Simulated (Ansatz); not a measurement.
# SrInCl3: the cost of one run

Computed with Ansatz 0.2.0 (DFT PBE, scalar-relativistic, plane waves, PAW, unless a step's input says otherwise).

## 1. Starting point

It takes space group R-3c (No. 167, trigonal). Conventional cell: a = 7.154 Å, b = 7.154 Å, c = 17.525 Å, α = 90.00°, β = 90.00°, γ = 120.00°. Around Sr (site symmetry 32) lie 3 Cl at 3.09 Å. In (site symmetry -3) is surrounded by 6 Cl at 2.58 Å. Around Cl (site symmetry 2) lie 2 In at 2.58 Å and 1 Sr at 3.09 Å.

Coordinates:

```xyz
10
Lattice="3.5772 2.0653 5.8416 -3.5772 2.0653 5.8416 0.0000 -4.1306 5.8416" Properties=species:S:1:pos:R:3 pbc="T T T"
Sr    0.0000    0.0000   13.1436
Sr    0.0000    0.0000    4.3812
In    0.0000    0.0000    8.7624
In    0.0000    0.0000    0.0000
Cl    2.0338   -0.6079   10.2228
Cl   -0.4904    2.0653   10.2228
Cl   -1.5434   -1.4574   10.2228
Cl   -2.0338    0.6079    7.3020
Cl    0.4904   -2.0653    7.3020
Cl    1.5434    1.4574    7.3020
```

A structure generator made this guess: perovskite family, tilts a-a-a- (R-3c, No. 167). The dimensions are guesses.

## 2. A first look at the guess

File input.yaml:

```yaml
crystal:
  lattice:
    - [3.57723242, 2.0653161, 5.84159608]
    - [-3.57723242, 2.0653161, 5.84159608]
    - [0.0, -4.1306322, 5.84159608]
  atoms:
    - { symbol: Sr, position: [0.75, 0.75, 0.75] }
    - { symbol: Sr, position: [0.25, 0.25, 0.25] }
    - { symbol: In, position: [0.5, 0.5, 0.5] }
    - { symbol: In, position: [0.0, 0.0, 0.0] }
    - { symbol: Cl, position: [0.81855124, 0.25, 0.68144876] }
    - { symbol: Cl, position: [0.68144876, 0.81855124, 0.25] }
    - { symbol: Cl, position: [0.25, 0.68144876, 0.81855124] }
    - { symbol: Cl, position: [0.18144876, 0.75, 0.31855124] }
    - { symbol: Cl, position: [0.31855124, 0.18144876, 0.75] }
    - { symbol: Cl, position: [0.75, 0.31855124, 0.18144876] }
basis:
  ecutwfc: 420
kpoints:
  mp_grid: { grid: [4, 4, 4] }
hamiltonian:
  xc: pbe
scf:
  occupations: { method: gaussian, width: 0.1 }
  lower_state_search: "off"
output:
  forces: true
  stress: true
  eigenvalues: true
```

On the command line:

```sh
$ ansatz run input.yaml --threads 1 --pin off --max-ram 2560MiB --backend cpu --events-out ev --progress --plain --runs-dir out
```

**Question.** How long does this run take on 1 thread of Arm Neoverse N1, shared host, and how much memory does it need?

About 24 s, with a peak of 0.53 GiB.
